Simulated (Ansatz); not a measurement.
# SrIn5, space group P6/mmm: a phonon calculation by linear response

With Ansatz 0.2.0, Python API.

At the Python prompt:
```pycon
>>> from pathlib import Path
>>> import ansatz as az
>>> import numpy as np
>>> from pymatgen.core import Lattice, Structure
>>> from pymatgen.io.ase import AseAtomsAdaptor
>>> pmg_structure = Structure(
...     Lattice([[6.40854149, 0.0, 0.0], [-3.20427075, 5.54995973, 0.0], [0.0, 0.0, 5.171793]]),
...     ["Sr", "In", "In", "In", "In", "In"],
...     [
...         [0.0, 0.0, 0.0],
...         [0.0, 0.5, 0.5],
...         [0.5, 0.5, 0.5],
...         [0.5, 0.0, 0.5],
...         [2 / 3, 1 / 3, 0.0],
...         [1 / 3, 2 / 3, 0.0],
...     ],
... )
>>> crystal = az.Crystal.from_ase(AseAtomsAdaptor.get_atoms(pmg_structure))
>>> calculation = crystal.calculation()
>>> calculation = calculation.functional("PBEsol")
>>> calculation = calculation.pseudopotentials("paw")
>>> calculation = calculation.occupations(az.OccupationsMethod.COLD, width=0.1)
>>> calculation = calculation.kpoints(6, 6, 6)
>>> calculation = calculation.phonons("dfpt")
>>> out = calculation.run(threads=1, pin="off", runs_dir="runs")
DeckWarning: basis.ecutwfc = 420 eV, auto-derived from the records' recommended cutoffs: set by Sr (normal level)
>>> ph = out.phonons
>>> print("Gamma modes (1/cm):", " ".join(f"{w:.1f}" for w in ph.gamma_omega_inv_cm))
Gamma modes (1/cm): -15.6 0.0 0.0 0.0 13.5 31.3 31.3 53.2 53.2 62.0 62.0 65.2 65.2 79.2 93.6 93.6 124.8 140.9
>>> print("in meV:", " ".join(f"{w * 0.1239842:.2f}" for w in ph.gamma_omega_inv_cm))
in meV: -1.94 0.00 0.00 0.00 1.68 3.88 3.88 6.60 6.60 7.69 7.69 8.08 8.08 9.83 11.60 11.60 15.47 17.47
```

What to keep in mind:
- The cell isn't relaxed first, so the values belong to this volume.
- A negative frequency stands for an imaginary mode.
- The structure comes from a database of computed cells and needn't be a stable or known phase.
- Warnings are shown shortened and without file and line.
- The structure is taken as given; imaginary modes can come from an unrelaxed or unstable start. Phonons of metals also depend on mesh and smearing.
- Run time: 9.7 min on 1 thread of Intel(R) Xeon(R) Platinum 8175M CPU @ 2.50GHz (Skylake/Cascade Lake), on a shared host, peak memory 2.2 GiB.
